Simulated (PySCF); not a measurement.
# C₆H₁₀NSe+: magnetic properties

What do calculations give for the magnetic properties of C₆H₁₀NSe+ (`C=C[C@@H](C)[N+]#C[Se]C`)?

Programs: PySCF 2.14.0, with routines of our own; each step states its level. All values are computed. Atoms count from 0.

## Step 1: The starting structure

18 atoms, charge 1, multiplicity 1; geometry from: GFN2-xTB.

## Step 2: Magnetic properties: GIAO HF/pcSseg-1

What the job is given:

```
{"job": {"kind": "mag", "xc": "HF", "basis": "pcSseg-1", "isotopologues": 2}, "charge": 1, "multiplicity": 1}
C     -2.641274    -1.886296    -0.774345
C     -1.910762    -1.039322    -0.076938
C     -1.095436     0.070332    -0.709443
C     -1.470040     1.441302    -0.145483
N      0.247365    -0.216337    -0.449085
C      1.301874    -0.377176     0.022003
Se     2.867447    -0.835398     0.702526
C      3.950063     0.581959    -0.118148
H     -3.240508    -2.634871    -0.286022
H     -2.690117    -1.863092    -1.850377
H     -1.869484    -1.070890     1.002066
H     -1.220716     0.050795    -1.798026
H     -2.510799     1.642014    -0.383710
H     -0.855496     2.221436    -0.587378
H     -1.350272     1.459681     0.934913
H      4.981389     0.354909     0.142418
H      3.828879     0.560883    -1.197464
H      3.669128     1.546389     0.296075
```

Level: GIAO HF/pcSseg-1 magnetisability, rotational g tensor and spin-rotation constants, non-relativistic, gas phase.

Started as:

```bash
$ OMP_NUM_THREADS=1 python excited_run.py task.json out
```

The driver reads the jobs from task.json and runs them one after another.

The program printed:

```text
final grid: 145040 points
cycle   1  E = -2686.5341484039  dE =  1.101e+00  |g| = 7.604e-01  |ddm| = 3.809e+00
cycle   2  E = -2686.6735921081  dE = -1.394e-01  |g| = 3.241e-01  |ddm| = 1.038e+00
cycle   3  E = -2686.6972341198  dE = -2.364e-02  |g| = 7.340e-02  |ddm| = 3.215e-01
cycle   4  E = -2686.6994046605  dE = -2.171e-03  |g| = 2.663e-02  |ddm| = 1.375e-01
cycle   5  E = -2686.6996076631  dE = -2.030e-04  |g| = 7.908e-03  |ddm| = 2.702e-02
cycle   6  E = -2686.6996412019  dE = -3.354e-05  |g| = 4.016e-03  |ddm| = 1.244e-02
cycle   7  E = -2686.6996490505  dE = -7.849e-06  |g| = 1.912e-03  |ddm| = 5.686e-03
cycle   8  E = -2686.6996516104  dE = -2.560e-06  |g| = 6.825e-04  |ddm| = 3.562e-03
cycle   9  E = -2686.6996521772  dE = -5.667e-07  |g| = 2.941e-04  |ddm| = 1.658e-03
cycle  10  E = -2686.6996523095  dE = -1.324e-07  |g| = 1.284e-04  |ddm| = 8.318e-04
cycle  11  E = -2686.6996523316  dE = -2.204e-08  |g| = 5.290e-05  |ddm| = 3.703e-04
cycle  12  E = -2686.6996523356  dE = -4.000e-09  |g| = 1.991e-05  |ddm| = 1.879e-04
cycle  13  E = -2686.6996523360  dE = -3.829e-10  |g| = 5.628e-06  |ddm| = 6.559e-05
converged SCF energy = -2686.6996523360

Magnetisability tensor (1e-30 J/T^2)
    -1751.94       36.25      -29.92
       36.25    -1601.28       13.30
      -29.92       13.30    -1423.35
isotropic -1592.19   principal values   -1763.25  -1593.24  -1420.08
isotropic susceptibility -95.884 1e-6 cm^3/mol

Inertial axes            a          b          c
rot. const./GHz      3.1762     0.5429     0.4880
chi total          -105.453    -96.241    -85.957
chi diamagnetic    -514.367  -2205.948  -2457.406
chi paramagnetic    408.914   2109.706   2371.449
quadrupole/D A       30.995    -12.231    -18.763
g nuclear            0.6223     0.5443     0.5478
g electronic        -0.6102    -0.5381    -0.5437
g total              0.0121     0.0062     0.0041

Spin-rotation constants (kHz, H = +C I.J)
atom  isotope        aa         bb         cc
  4    14N        0.087      0.085      0.087
  8     1H       -0.251      0.001     -0.040
  9     1H       -0.348     -0.061      0.030
 10     1H       -0.358     -0.064      0.029
 11     1H       -0.343     -0.063      0.006
 12     1H        0.025     -0.062     -0.064
 13     1H       -0.288     -0.016     -0.057
 14     1H       -0.362     -0.067     -0.000
 15     1H        0.006     -0.061     -0.063
 16     1H       -0.318     -0.067     -0.003
 17     1H       -0.339     -0.019     -0.041
  0    13C*       0.656      0.164      0.200
  1    13C*       0.651      0.164      0.200
  2    13C*       0.486      0.099      0.092
  3    13C*       0.431      0.070      0.072
  5    13C*       0.212      0.247      0.205
  6   77Se*       1.701      0.928      0.766
  7    13C*       0.382      0.062      0.068
* in the singly substituted isotopologue

Isotopologues: g along a, b, c
2H    at 8,9,10,11,12,1     0.0094     0.0056     0.0036
13C   at 0                  0.0119     0.0061     0.0040
```

Run time: 48 s. Hardware: 1 thread of Arm Neoverse N1, shared host; peak memory 1 GiB.

In short:

```
              quantity                   value
       magnetisability        -1592·10⁻³⁰ J/T²
  molar susceptibility      -95.9·10⁻⁶ cm³/mol
rotational g (a, b, c)  0.0121, 0.0062, 0.0041
```

## Step 3: Magnetic properties: GIAO PBE0/cc-pVDZ

The job, as its differences from that of step 2:

```diff
@@ -1,2 +1,2 @@
-{"job": {"kind": "mag", "xc": "HF", "basis": "pcSseg-1", "isotopologues": 2}, "charge": 1, "multiplicity": 1}
+{"job": {"kind": "mag", "xc": "PBE0", "basis": "cc-pVDZ"}, "charge": 1, "multiplicity": 1}
 C     -2.641274    -1.886296    -0.774345
```

Level: GIAO PBE0/cc-pVDZ magnetisability, rotational g tensor and spin-rotation constants, non-relativistic, gas phase.

The program printed:

```text
coarse grid: 68256 points
cycle   1  E = -2689.9466240898  dE =  5.080e-01  |g| = 4.311e-01  |ddm| = 7.828e+00
cycle   2  E = -2689.9023148649  dE =  4.431e-02  |g| = 5.862e-01  |ddm| = 1.801e+00
cycle   3  E = -2689.9996343408  dE = -9.732e-02  |g| = 1.084e-01  |ddm| = 1.061e+00
cycle   4  E = -2690.0020049188  dE = -2.371e-03  |g| = 5.266e-02  |ddm| = 2.101e-01
cycle   5  E = -2690.0024040540  dE = -3.991e-04  |g| = 2.796e-02  |ddm| = 8.276e-02
cycle   6  E = -2690.0026023751  dE = -1.983e-04  |g| = 3.259e-03  |ddm| = 4.398e-02
cycle   7  E = -2690.0026050978  dE = -2.723e-06  |g| = 1.037e-03  |ddm| = 5.764e-03
final grid: 145040 points
cycle   8  E = -2690.0026568495  dE =  3.639e-07  |g| = 1.604e-03  |ddm| = 4.243e-03
cycle   9  E = -2690.0026556590  dE =  1.190e-06  |g| = 2.696e-03  |ddm| = 5.972e-03
cycle  10  E = -2690.0026575134  dE = -1.854e-06  |g| = 1.185e-04  |ddm| = 3.704e-03
cycle  11  E = -2690.0026575166  dE = -3.203e-09  |g| = 3.970e-05  |ddm| = 2.094e-04
cycle  12  E = -2690.0026575169  dE = -3.738e-10  |g| = 9.506e-06  |ddm| = 5.805e-05
converged SCF energy = -2690.0026575169

Magnetisability tensor (1e-30 J/T^2)
    -1673.20       38.24      -17.44
       38.24    -1546.16       13.84
      -17.44       13.84    -1369.51
isotropic -1529.62   principal values   -1685.16  -1535.98  -1367.73
isotropic susceptibility -92.116 1e-6 cm^3/mol

Inertial axes            a          b          c
rot. const./GHz      3.1762     0.5429     0.4880
chi total          -100.482    -92.933    -82.934
chi diamagnetic    -510.664  -2202.067  -2453.213
chi paramagnetic    410.182   2109.134   2370.279
quadrupole/D A       31.372    -12.155    -19.217
g nuclear            0.6223     0.5443     0.5478
g electronic        -0.6121    -0.5380    -0.5434
g total              0.0102     0.0064     0.0044

Spin-rotation constants (kHz, H = +C I.J)
atom  isotope        aa         bb         cc
  4    14N        0.110      0.077      0.078
  8     1H       -0.246      0.003     -0.041
  9     1H       -0.345     -0.062      0.031
 10     1H       -0.353     -0.064      0.031
 11     1H       -0.335     -0.062      0.009
 12     1H        0.036     -0.063     -0.065
 13     1H       -0.292     -0.015     -0.057
 14     1H       -0.367     -0.068      0.001
 15     1H        0.017     -0.063     -0.064
 16     1H       -0.328     -0.068     -0.002
 17     1H       -0.351     -0.018     -0.041
  0    13C*       0.652      0.153      0.183
  1    13C*       0.661      0.155      0.183
  2    13C*       0.478      0.100      0.095
  3    13C*       0.410      0.064      0.067
  5    13C*       0.288      0.217      0.179
  6   77Se*       2.242      0.882      0.765
  7    13C*       0.366      0.057      0.065
* in the singly substituted isotopologue
```

Run time: 66 s. Hardware: 1 thread of Arm Neoverse N1, shared host; peak memory 0.99 GiB.

Key values:

```
              quantity                   value
       magnetisability        -1530·10⁻³⁰ J/T²
  molar susceptibility      -92.1·10⁻⁶ cm³/mol
rotational g (a, b, c)  0.0102, 0.0064, 0.0044
```

## Step 4: The levels compared

```
            level  ξ (10⁻³⁰ J/T²)    g(a)    g(b)  gap (eV)  functions  time
 GIAO HF/pcSseg-1           -1592  0.0121  0.0062     11.55        210  48 s
GIAO PBE0/cc-pVDZ           -1530  0.0102  0.0064      5.37        175  66 s
```

## Step 5: Results

```
                                         quantity                      value
       magnetisability (step 2, GIAO HF/pcSseg-1)           -1592·10⁻³⁰ J/T²
  molar susceptibility (step 2, GIAO HF/pcSseg-1)         -95.9·10⁻⁶ cm³/mol
rotational g (a, b, c) (step 2, GIAO HF/pcSseg-1)     0.0121, 0.0062, 0.0041
                  magnetisability over the levels  -1592 to -1530·10⁻³⁰ J/T²
```

**Reading.** Steps that list no spin-orbit terms leave them out, which matters at and beside the heavy atoms. For an ion, the motion of the centre of mass in the field is left out. The magnetisability spreads by 4.0 % over 2 levels, from GIAO HF/pcSseg-1 (48 s) to GIAO PBE0/cc-pVDZ (66 s); the runs took 48 s to 66 s. Two levels can agree by chance, so this spread shows no convergence. Vibrational averaging and real surroundings are missing from these values.
